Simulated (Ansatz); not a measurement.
Working through a projected density of states of Sn, space group I4_1/amd

Program: Ansatz's Python interface.

Notebook, run cell by cell (the value of a cell's last expression is shown):

**Cell 1**
```python
import warnings

import ansatz
from ase import Atoms
import matplotlib.pyplot as plt
import numpy as np
```

**Cell 2**
```python
KGRID = (12, 12, 12)
FUNCTIONAL = "PBE"
SMEARING = "fermi_dirac"
SIGMA = 0.15
N_EMPTY = 10
```

**Cell 3**
```python
warnings.simplefilter("ignore", ansatz.DeckWarning)

atoms = Atoms(
    ["Sn", "Sn"],
    scaled_positions=[
        (0.0, 0.0, 0.0),
        (0.75, 0.25, 0.5),
    ],
    cell=[
        (-2.91964407, 2.91964407, 1.5938),
        (2.91964407, -2.91964407, 1.5938),
        (2.91964407, 2.91964407, -1.5938),
    ],
    pbc=True,
)
system = ansatz.Crystal.from_ase(atoms)
```

**Cell 4**
```python
calculation = system.calculation()
calculation = calculation.kpoints(*KGRID)
calculation = calculation.functional(FUNCTIONAL).occupations(SMEARING, width=SIGMA)
calculation = calculation.scf(extra_bands=N_EMPTY)
calculation = calculation.density_of_states(projected=True, energy_step=0.1)
out = calculation.run(threads=1)
summary = out.report
```

**Cell 5**
```python
type(out).__name__, type(summary).__name__
```
Output:
```text
('RunOutcome', 'dict')
```

**Cell 6**
```python
dos = out.density_of_states()
energy = np.asarray(dos.energies_ev) - dos.fermi_ev
curves = {}
for site in out.projected_density_of_states().sites:
    for shell in site.shells:
        weight = sum(np.sum(curve.g_bin_mean_per_ev, axis=0) for curve in shell.curves)
        name = f"{site.species} {shell.label}"
        curves[name] = curves.get(name, 0) + weight
```

**Cell 7**
```python
window = (energy > -6) & (energy < 6)
fig, ax = plt.subplots(figsize=(5.5, 3.5))
for name, g in curves.items():
    if g[window].max() > 0.05:
        ax.plot(energy[window], g[window], label=name, lw=1)
        print(f"{name:8s} peak {g[window].max():7.3f} states/eV at {energy[window][g[window].argmax()]:6.2f} eV")
ax.set(xlabel="E - E_F (eV)", ylabel="states/eV")
ax.legend(fontsize=7)
fig.tight_layout()
fig.savefig("pdos.png", dpi=100)
```
Output:
```text
Sn 5S    peak   0.465 states/eV at  -5.36 eV
Sn 5P    peak   1.340 states/eV at  -1.36 eV
```

Peaks are the largest values inside the energy window taken; deeper bands lie outside it. Curves are summed over the cell's atoms. Only shells that the potentials hold have channels, so projections don't add up to the total, least of all where a shell is missing (p of most metals); heights and places of peaks move with the mesh. The density of states is complete only as far up as bands were computed. Hardware and time: 13 s on 1 thread of Arm Neoverse V1, on a shared host, peak memory 0.51 GiB.
